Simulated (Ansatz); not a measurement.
# ZrGa3: stress in a strained cell

Aim: deform ZrGa3 (zz strain of +2 %) and compute stress, forces and field gradients with LAPW, PAW and all-electron datasets made for the crystal.

Computed with Ansatz 0.2.0 (DFT LDA, scalar-relativistic, unless a step's input says otherwise).

## 1. Starting point

Symmetry: I4/mmm, No. 139, tetragonal system. The conventional cell has a = 3.971 Å, b = 3.971 Å, c = 8.729 Å, α = 90.00°, β = 90.00°, γ = 90.00°. Zr (site symmetry 4/mmm) is surrounded by 12 Ga at 2.81 to 2.95 Å. Ga (site symmetry 4/mmm) has 4 Zr at 2.81 Å and 8 Ga at 2.95 Å as nearest neighbours. Ga (site symmetry -4m2) has 8 Ga at 2.81 to 2.95 Å and 4 Zr at 2.95 Å as nearest neighbours.

Coordinates:

```
Zr Ga
1.0
    -1.98550    1.98550    4.36450
     1.98550   -1.98550    4.36450
     1.98550    1.98550   -4.36450
Zr Ga
1 3
Direct
  0.00000 0.00000 0.00000
  0.50000 0.50000 0.00000
  0.75000 0.25000 0.50000
  0.25000 0.75000 0.50000
```

Atoms are numbered in the order of the input: Zr1, Ga2, Ga3, Ga4.

## 2. After the deformation

Space group I4/mmm before, I4/mmm after.

## 3. All-electron LAPW

input.yaml

```yaml
crystal:
  lattice:
    - [-1.9855, 1.9855, 4.45179]
    - [1.9855, -1.9855, 4.45179]
    - [1.9855, 1.9855, -4.45179]
  atoms:
    - { symbol: Zr, position: [0.0, 0.0, 0.0] }
    - { symbol: Ga, position: [0.5, 0.5, 0.0] }
    - { symbol: Ga, position: [0.75, 0.25, 0.5] }
    - { symbol: Ga, position: [0.25, 0.75, 0.5] }
kpoints:
  mp_grid: { grid: [12, 12, 12] }
  band_path:
    path:
      - [0.0, 0.0, 0.0]
      - [0.0, 0.0, 0.5]
      - [0.25, 0.25, 0.25]
      - [0.0, 0.5, 0.0]
      - [0.0, 0.0, 0.0]
      - [0.5, 0.5, -0.5]
      - [0.2997290832, 0.7002709168, -0.2997290832]
      - [-0.2997290832, 0.2997290832, 0.2997290832]
      - [0.0, 0.0, 0.0]
    npoints: 5
scf:
  occupations: { method: fermi_dirac, width: 0.03 }
hamiltonian:
  xc: lda
  pseudopotentials: { kind: all_electron, lapw: { basis_error: 0.001 } }
output:
  forces: true
  stress: true
  eigenvalues: true
```

Command:

```sh
ansatz run input.yaml --threads 1 --pin off --max-ram 4096MiB --backend cpu --events-out ev --progress --plain --runs-dir out
```

## 4. PAW on the default files

input.yaml

```yaml
crystal:
  lattice:
    - [-1.9855, 1.9855, 4.45179]
    - [1.9855, -1.9855, 4.45179]
    - [1.9855, 1.9855, -4.45179]
  atoms:
    - { symbol: Zr, position: [0.0, 0.0, 0.0] }
    - { symbol: Ga, position: [0.5, 0.5, 0.0] }
    - { symbol: Ga, position: [0.75, 0.25, 0.5] }
    - { symbol: Ga, position: [0.25, 0.75, 0.5] }
kpoints:
  mp_grid: { grid: [12, 12, 12] }
scf:
  occupations: { method: fermi_dirac, width: 0.03 }
hamiltonian:
  xc: lda
  pseudopotentials: { kind: paw }
output:
  forces: true
  stress: true
  eigenvalues: true
  efg: { contact_densities: true }
```

## 5. All-electron PAW on datasets made for the crystal

Edit input.yaml of step 4 so:

```diff
@@ -16,3 +16,3 @@
   xc: lda
-  pseudopotentials: { kind: paw }
+  pseudopotentials: { kind: all_electron, datasets: crystal }
 output:
```

(Steps that only read results are left out.)

**Question.** What will these runs give? Wanted: pressure; largest shear or deviatoric stress.

As calculated:

```
                                 quantity                                              value
                                 pressure  LAPW -7.14, PAW -7.18, crystal datasets -7.14 GPa
largest shear or deviatoric stress (LAPW)                                           4.46 GPa
```

**Reading.** The largest part of the stress beyond the pressure is 4.46 GPa in size, in the zz component; the atoms are carried along and not relaxed. No run of the undeformed cell stands beside it, so the pressure holds what the given cell had before the change. PAW: stress within 0.04 GPa of LAPW. Crystal datasets: stress within 0.01 GPa of LAPW.
